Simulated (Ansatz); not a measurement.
Working through a formation energy from the elements of CuAu and its elements

Program: Ansatz's Python interface.

Typed at the interpreter:
```pycon
>>> from collections import Counter
>>> import warnings
>>> import ansatz
>>> import numpy as np
>>> PHASES = {
...     'CuAu': (
...         [(1.443057, 0.833149, 4.256171), (-1.443057, 0.833149, 4.256171), (0.0, -1.666299, 4.256171)],
...         [
...             ('Cu', (0.5, 0.5, 0.5)),
...             ('Au', (0.0, 0.0, 0.0)),
...         ],
...     ),
...     'Cu': (
...         [(0.0, 1.8075, 1.8075), (1.8075, 0.0, 1.8075), (1.8075, 1.8075, 0.0)],
...         [
...             ('Cu', (0.0, 0.0, 0.0)),
...         ],
...     ),
...     'Au': (
...         [(0.0, 2.035, 2.035), (2.035, 0.0, 2.035), (2.035, 2.035, 0.0)],
...         [
...             ('Au', (0.0, 0.0, 0.0)),
...         ],
...     ),
... }
>>> def build(vectors, sites):
...     crystal = ansatz.Crystal(lattice=ansatz.Lattice.of(vectors))
...     for symbol, position in sites:
...         crystal = crystal.atom(symbol, position)
...     return crystal
...
>>> def solve(name, crystal):
...     calc = crystal.calculation()
...     calc = calc.functional('LDA')
...     calc = calc.basis(460)
...     calc = calc.kpoints(spacing=0.3).occupations('fermi_dirac', width=0.05)
...     calc = calc.stress()
...     calc = calc.relax(force_tolerance=0.01, max_steps=40, fix_cell=['shape'])
...     return calc.run(threads=1, pin='off')
...
>>> def counts(outcome):
...     return Counter(site.symbol for site in outcome.lattice.sites)
...
>>> def formation_energy(outcome, mu):
...     n = counts(outcome)
...     return (outcome.report['energy_sigma0_ev'] - sum(k * mu[element] for element, k in n.items())) / sum(n.values())
...
>>> def volume_per_atom(outcome):
...     return abs(np.linalg.det(outcome.lattice.cell_ang)) / len(outcome.lattice.sites)
...
>>> warnings.simplefilter('ignore', ansatz.DeckWarning)
>>> phases = {name: build(*cell) for name, cell in PHASES.items()}
>>> done = {}
>>> for name, crystal in phases.items():
...     done[name] = solve(name, crystal)
...     print(f'{name}: {done[name].report["energy_sigma0_ev"]:.4f} eV, {len(done[name].lattice.sites)} atoms')
...
CuAu: -19420.6148 eV, 2 atoms
Cu: -6555.7289 eV, 1 atoms
Au: -12864.9794 eV, 1 atoms
>>> # chemical potentials of the elements at zero temperature
>>> references = {'Cu': 'Cu', 'Au': 'Au'}
>>> mu = {element: done[name].report['energy_sigma0_ev'] / len(done[name].lattice.sites) for element, name in references.items()}
>>> target = done['CuAu']
>>> heat = formation_energy(target, mu)
>>> n = counts(target)
>>> print('cell content:', dict(n), ' volume', round(volume_per_atom(target), 3), 'A^3/atom')
cell content: {<Element.CU: 'Cu'>: 1, <Element.AU: 'Au'>: 1}  volume 14.046 A^3/atom
>>> print('formation energy', round(heat, 4), 'eV/atom,', round(heat * sum(n.values()), 4), 'eV per cell')
formation energy 0.0467 eV/atom, 0.0935 eV per cell
>>> print('bound against the elements' if heat < 0 else 'unbound against the elements')
unbound against the elements
```

What to keep in mind:
- Total energies depend on the potentials; only differences at equal settings carry meaning.
- For the metals among these phases the mesh is modest: differences between phases can be off by up to 40 meV an atom.
- Atoms and volume are relaxed with the cell's shape held, which in cells of lower than cubic symmetry can hide stresses and shift volumes.
- Spin-orbit coupling, which matters for elements this heavy, is left out.
- The cells come from databases of deposited and of computed structures, and not all need be stable phases.
- The compound is the structure given, not necessarily its lowest; energies are at zero temperature, with no correction for gases. A semilocal functional's error on such energies is often 0.05 to 0.1 eV an atom, and 0.1 to 0.3 eV against gases such as O2 or F2.
- Run time: 27 s on 1 thread of Arm Neoverse V1, with other jobs on the host, peak memory 0.44 GiB.

(Lines on the test bed's own set-up are left out of the output.)
